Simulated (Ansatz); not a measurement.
# CH5FSSn: a ladder of functionals and wavefunction methods

One table from this session's results is given with a row withheld; the runs are named, their logs left out.

Computed with Ansatz 0.2.0, Gaussian basis. Level: functionals in def2-TZVPP, the program's frozen cores in correlated methods.

The runs, in order: LDA (SPW92), PBE-D4, revPBE-D4, BLYP-D4, r2SCAN-D4, B97M-V, PBE0-D4, B3LYP-D4, r2SCANh-D4, r2SCAN0-D4, HSE06-D4, BHLYP-D4, CAM-B3LYP-D4, LC-ωPBE, ωB97X-V, ωB97M-V, B2PLYP, PBE-QIDH; CCSD(T)/def2-SVP; CCSD(T)/def2-TZVPP; MP2/def2-QZVPP; extrapolation to the limit; RPA on PBE.

### The geometry

All runs share one geometry, relaxed beforehand with PBE0-D4 in a triple-zeta def2 set. Sn takes the def2 core potential; no spin-orbit term is included.

SMILES `F[CH2][SnH2][SH]`, 9 atoms, charge 0, spin multiplicity 1.

Atoms are counted from 1 here; the program's logs count them from 0.

Bond lengths: F1–C2 1.386 Å, C2–Sn3 2.168 Å, C2–H5 1.092 Å, C2–H6 1.093 Å, Sn3–S4 2.402 Å, Sn3–H7 1.707 Å, Sn3–H8 1.706 Å, S4–H9 1.344 Å. Angles: F1–C2–Sn3 108.8°, F1–C2–H5 108.5°, F1–C2–H6 108.5°, Sn3–C2–H5 110.2°, Sn3–C2–H6 111.5°, H5–C2–H6 109.3°, C2–Sn3–S4 106.7°, C2–Sn3–H7 109.9°, C2–Sn3–H8 111.9°, S4–Sn3–H7 110.4°, S4–Sn3–H8 105.9°, H7–Sn3–H8 111.7°, Sn3–S4–H9 92.8°.

Set-up of the first run:

in.yaml reads:

```yaml
crystal:
  periodic: [false, false, false]
  atoms:
    - {symbol: F, position_ang: [-0.623180, 1.459200, -1.211844]}
    - {symbol: C, position_ang: [0.579438, 0.958232, -0.737862]}
    - {symbol: Sn, position_ang: [0.211832, -0.951316, 0.220464]}
    - {symbol: S, position_ang: [-1.308689, -0.532782, 2.032487]}
    - {symbol: H, position_ang: [0.990816, 1.668503, -0.017100]}
    - {symbol: H, position_ang: [1.268989, 0.857608, -1.580142]}
    - {symbol: H, position_ang: [-0.480333, -2.040182, -0.897403]}
    - {symbol: H, position_ang: [1.624568, -1.589471, 0.932303]}
    - {symbol: H, position_ang: [-2.175141, 0.123907, 1.242098]}
basis:
  gaussian: {orbitals: def2-TZVPP}
hamiltonian: {xc: lda}
output: {orbitals: {seedname: orbitals}}
```

On the command line:

```
$ ansatz run in.yaml --threads 4 --pin off --events-out ev --progress --plain --max-ram 10444MiB
```

Among the steps run: LDA; PBE-D4 (GGA); revPBE-D4 (GGA); BLYP-D4 (GGA); r2SCAN-D4 (meta-GGA); B97M-V (meta-GGA); PBE0-D4 (hybrid); B3LYP-D4 (hybrid); r2SCANh-D4 (hybrid); r2SCAN0-D4 (hybrid); HSE06-D4 (hybrid); BHLYP-D4 (hybrid); CAM-B3LYP-D4 (range-separated); LC-ωPBE (range-separated); ωB97X-V (range-separated); ωB97M-V (range-separated); B2PLYP (double hybrid); PBE-QIDH (double hybrid).

One of the session's tables, all rows but one given; the rest of the session is left out.

It belongs to the step «Orbital energies across the functionals». 

```
  functional  HOMO (eV)  gap (eV)
 LDA (SPW92)      -6.10      4.51
      PBE-D4          ?         ?
   revPBE-D4      -5.95      4.71
     BLYP-D4      -5.84      4.56
   r2SCAN-D4      -6.27      5.24
      B97M-V      -6.38      5.30
     PBE0-D4      -7.22      6.72
    B3LYP-D4      -6.98      6.21
  r2SCANh-D4      -6.72      5.99
  r2SCAN0-D4      -7.40      7.10
    HSE06-D4      -6.82      5.96
    BHLYP-D4      -8.31      8.59
CAM-B3LYP-D4      -8.54      8.92
     LC-ωPBE      -9.93     11.46
     ωB97X-V      -9.57     10.96
     ωB97M-V      -9.41     10.49
```

Estimate the missing values for PBE-D4.

**Answer.** HOMO (eV): -5.99; gap (eV): 4.65. In the column «HOMO (eV)» it lies between LDA (SPW92) (-6.10) and revPBE-D4 (-5.95).
